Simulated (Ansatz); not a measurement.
## In3As under changes of volume

One of the cells (25.489 Å³/atom); the others are scaled copies at fixed shape and fractional positions:

```
In As
1.0
     4.67168    0.00000    0.00000
     0.00000    4.67168    0.00000
     0.00000    0.00000    4.67168
In As
3 1
Direct
  0.50000 0.50000 0.00000
  0.50000 0.00000 0.50000
  0.00000 0.50000 0.50000
  0.00000 0.00000 0.00000
```

The cell comes from a database or a generator and needn't be the stable form of this composition.

- Program: Ansatz 0.2.0
- Functional: PBE
- Potentials or basis: Ansatz PAW
- Cutoff: 420 eV (not typed: the program's choice for these potentials)
- k mesh: 6 × 6 × 6
- Occupations: fermi-dirac, width 0.05 eV
- Spin: no spin polarisation

| volume (Å³/atom) | energy over the lowest point (meV/atom) | pressure (GPa) |
| --- | --- | --- |
| 23.960 | 20.45 | 3.7 |
| 24.470 | 10.49 | 2.5 |
| 24.980 | 4.02 | 1.5 |
| 25.489 | ? | ? |
| 25.999 | 0.00 | -0.2 |
| 26.509 | 1.82 | -1.0 |
| 27.019 | 5.83 | -1.6 |

What does the run at 25.489 Å³/atom give?

Energy over the lowest point 0.64 meV/atom; pressure 0.6 GPa.

Worked out: A Birch-Murnaghan fit of order 3 (a polynomial in V^(-2/3)) to the other rows has its minimum at 25.87 Å³/atom with B0 = V·E''(V) = 40 GPa and B' = 4.9. It gives 0.63 meV/atom at 25.489 Å³/atom, against the run's 0.64, and -dE/dV = 0.6 GPa, against 0.6.

Energies are extrapolated to zero smearing.
